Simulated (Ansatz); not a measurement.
# H10O3Si4: the cost of one run

Computed with Ansatz 0.2.0 (DFT B3LYP, Gaussian basis def2-tzvp, unless a step's input says otherwise).

## Step 1: The starting structure

Bond lengths (14 of 16 bonds, heavy atoms first): Si1–O3 1.650 Å, O3–Si4 1.650 Å, Si1–O8 1.650 Å, O8–Si9 1.650 Å, Si1–O13 1.650 Å, O13–Si14 1.650 Å, Si1–H2 1.480 Å, Si4–H5 1.486 Å, Si4–H6 1.486 Å, Si4–H7 1.486 Å, Si9–H10 1.486 Å, Si9–H11 1.486 Å, Si9–H12 1.486 Å, Si14–H15 1.486 Å. Angles (14 of 27 angles, heavy atoms first): O3–Si1–O8 109.5°, O3–Si1–O13 109.5°, O8–Si1–O13 109.5°, Si1–O3–Si4 143.1°, Si1–O8–Si9 143.1°, Si1–O13–Si14 143.1°, H2–Si1–O3 109.5°, H2–Si1–O8 109.5°, H2–Si1–O13 109.5°, O3–Si4–H5 109.5°, O3–Si4–H6 109.5°, O3–Si4–H7 109.5°, O8–Si9–H10 109.5°, O8–Si9–H11 109.5°.

Structure file:

```xyz
17

Si    0.0000    0.0000    0.0000
H     0.8545    0.8545    0.8545
O     0.9526   -0.9526   -0.9526
Si    2.4735   -1.5768   -1.0939
H     2.4680   -2.9987   -0.6637
H     2.9153   -1.4908   -2.5097
H     3.4083   -0.8044   -0.2357
O    -0.9526    0.9526   -0.9526
Si   -1.4501    1.1856   -2.5085
H    -0.3866    0.7337   -3.4422
H    -2.6890    0.4038   -2.7554
H    -1.7228    2.6288   -2.7312
O    -0.9526   -0.9526    0.9526
Si   -2.1965   -2.0359    0.9117
H    -3.3466   -1.4433    0.1815
H    -1.7546   -3.2726    0.2171
H    -2.6105   -2.3684    2.2992
```

## Step 2: Relaxing the atoms: H10O3Si4

Contents of input.yaml:

```yaml
relax:
  f_tol: 0.001
  max_steps: 200
crystal:
  periodic: [false, false, false]
  atoms:
    - { symbol: Si, position_ang: [0.0, 0.0, 0.0] }
    - { symbol: H, position_ang: [0.85448, 0.85448, 0.85448] }
    - { symbol: O, position_ang: [0.95263, -0.95263, -0.95263] }
    - { symbol: Si, position_ang: [2.47347, -1.57678, -1.09394] }
    - { symbol: H, position_ang: [2.46801, -2.99869, -0.66368] }
    - { symbol: H, position_ang: [2.91532, -1.49079, -2.5097] }
    - { symbol: H, position_ang: [3.40831, -0.80439, -0.23575] }
    - { symbol: O, position_ang: [-0.95263, 0.95263, -0.95263] }
    - { symbol: Si, position_ang: [-1.45014, 1.18555, -2.5085] }
    - { symbol: H, position_ang: [-0.38665, 0.7337, -3.44221] }
    - { symbol: H, position_ang: [-2.68905, 0.40379, -2.75537] }
    - { symbol: H, position_ang: [-1.72279, 2.62883, -2.73124] }
    - { symbol: O, position_ang: [-0.95263, -0.95263, 0.95263] }
    - { symbol: Si, position_ang: [-2.19653, -2.03593, 0.91173] }
    - { symbol: H, position_ang: [-3.34655, -1.44331, 0.18149] }
    - { symbol: H, position_ang: [-1.75464, -3.27257, 0.21714] }
    - { symbol: H, position_ang: [-2.61051, -2.3684, 2.29921] }
basis:
  gaussian: { orbitals: def2-tzvp }
hamiltonian:
  xc: { name: B3LYP }
```

On the command line:

```sh
$ ansatz run input.yaml --threads 8 --pin off --max-ram 8192MiB --backend cpu --events-out ev --progress --plain --runs-dir out
```

Q: Estimate wall time and peak memory on 8 threads of AMD EPYC 9R14 (Zen 4), shared host.

About 7.8 min, with a peak of 1.4 GiB.
